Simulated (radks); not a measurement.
**Taking charge from the 2p level of Ta in fractions**

Aim: follow energy and eigenvalue as charge leaves the 2p level of Ta bit by bit, and test Janak's theorem, Slater's transition state and the straight-line condition.

Program: radks (a radial shooting solver on a logarithmic mesh, Libxc functionals) version 1. Level of theory: scalar-relativistic Kohn-Sham, BLYP, spin-polarised, spherical densities, finite nucleus; open shells are filled with parallel spins first. These are calculated values, not measurements, unless marked.

## (1) Starting point

| Quantity | Value |
| --- | --- |
| element | tantalum (Z = 73) |
| charge | 0 |
| electrons | 73 |
| configuration | [He] 2s2 2p(up 3, down 3) 3s2 3p6 3d10 4s2 4p6 4d10 4f14 5s2 5p6 5d3 6s2 |
| nuclear rms radius | 5.3507 fm |

A shell typed twice in an input gives spin up, then spin down.

## (2) Start: [He] 2s2 2p(up 3, down 3) 3s2 3p6 3d10 4s2 4p6 4d10 4f14 5s2 5p6 5d3 6s2

The run's settings:

```text
Z 73
configuration [He] 2s2 2p3 2p3 3s2 3p6 3d10 4s2 4p6 4d10 4f14 5s2 5p6 5d3 6s2
relativity scalar-relativistic
functional b88,lyp
spin polarised
nucleus finite rms 5.3507 fm
c 137.035999084
```

## (3) 0.1 electron removed from 2p

The run's settings:

```text
Z 73
configuration [He] 2s2 2p3 2p2.9 3s2 3p6 3d10 4s2 4p6 4d10 4f14 5s2 5p6 5d3 6s2
relativity scalar-relativistic
functional b88,lyp
spin polarised
nucleus finite rms 5.3507 fm
c 137.035999084
```

## (4) 0.2 electron removed from 2p

The run's settings:

```text
Z 73
configuration [He] 2s2 2p3 2p2.8 3s2 3p6 3d10 4s2 4p6 4d10 4f14 5s2 5p6 5d3 6s2
relativity scalar-relativistic
functional b88,lyp
spin polarised
nucleus finite rms 5.3507 fm
c 137.035999084
```

## (5) 0.3 electron removed from 2p

The run's settings:

```text
Z 73
configuration [He] 2s2 2p3 2p2.7 3s2 3p6 3d10 4s2 4p6 4d10 4f14 5s2 5p6 5d3 6s2
relativity scalar-relativistic
functional b88,lyp
spin polarised
nucleus finite rms 5.3507 fm
c 137.035999084
```

## (6) 0.4 electron removed from 2p

The run's settings:

```text
Z 73
configuration [He] 2s2 2p3 2p2.6 3s2 3p6 3d10 4s2 4p6 4d10 4f14 5s2 5p6 5d3 6s2
relativity scalar-relativistic
functional b88,lyp
spin polarised
nucleus finite rms 5.3507 fm
c 137.035999084
```

## (7) 0.5 electron removed from 2p

The run's settings:

```text
Z 73
configuration [He] 2s2 2p3 2p2.5 3s2 3p6 3d10 4s2 4p6 4d10 4f14 5s2 5p6 5d3 6s2
relativity scalar-relativistic
functional b88,lyp
spin polarised
nucleus finite rms 5.3507 fm
c 137.035999084
```

## (8) 0.6 electron removed from 2p

The run's settings:

```text
Z 73
configuration [He] 2s2 2p3 2p2.4 3s2 3p6 3d10 4s2 4p6 4d10 4f14 5s2 5p6 5d3 6s2
relativity scalar-relativistic
functional b88,lyp
spin polarised
nucleus finite rms 5.3507 fm
c 137.035999084
```

## (9) 0.7 electron removed from 2p

The run's settings:

```text
Z 73
configuration [He] 2s2 2p3 2p2.3 3s2 3p6 3d10 4s2 4p6 4d10 4f14 5s2 5p6 5d3 6s2
relativity scalar-relativistic
functional b88,lyp
spin polarised
nucleus finite rms 5.3507 fm
c 137.035999084
```

## (10) 0.8 electron removed from 2p

The run's settings:

```text
Z 73
configuration [He] 2s2 2p3 2p2.2 3s2 3p6 3d10 4s2 4p6 4d10 4f14 5s2 5p6 5d3 6s2
relativity scalar-relativistic
functional b88,lyp
spin polarised
nucleus finite rms 5.3507 fm
c 137.035999084
```

## (11) 0.9 electron removed from 2p

The run's settings:

```text
Z 73
configuration [He] 2s2 2p3 2p2.1 3s2 3p6 3d10 4s2 4p6 4d10 4f14 5s2 5p6 5d3 6s2
relativity scalar-relativistic
functional b88,lyp
spin polarised
nucleus finite rms 5.3507 fm
c 137.035999084
```

## (12) 1 electron removed from 2p

The run's settings:

```text
Z 73
configuration [He] 2s2 2p3 2p2 3s2 3p6 3d10 4s2 4p6 4d10 4f14 5s2 5p6 5d3 6s2
relativity scalar-relativistic
functional b88,lyp
spin polarised
nucleus finite rms 5.3507 fm
c 137.035999084
```

**Question.** What will these runs give? Wanted: for each run, removed; E − E(0); eigenvalue; E minus straight line.

The runs gave:

```csv
removed (e),E − E(0) (eV),eigenvalue (eV),E minus straight line (eV)
0,0.000,-10144.0,0.000
0.1,1013.7,-10165.3,-9.628
0.2,2029.5,-10186.7,-17.126
0.3,3047.5,-10208.0,-22.488
0.4,4067.6,-10229.4,-25.712
0.5,5089.8,-10250.9,-26.795
0.6,6114.2,-10272.3,-25.733
0.7,7140.8,-10293.8,-22.525
0.8,8169.4,-10315.3,-17.169
0.9,9200.3,-10336.8,-9.661
1,10233.3,-10358.4,0.000
```

In words: Removing the whole electron costs 10233.3 eV, against 10144.0 eV from minus the starting eigenvalue. Slater's transition state, half an electron removed, gives 10250.9 eV. The trapezoid integral of minus the eigenvalue gives 10251.0 eV over the range, against 10233.3 eV from the energies (Janak's theorem; approximate here, since the scalar-relativistic density holds large components alone). The eigenvalue moves by 214 eV per electron. E bends below the straight line by 26.79 eV at 0.5 electron removed.
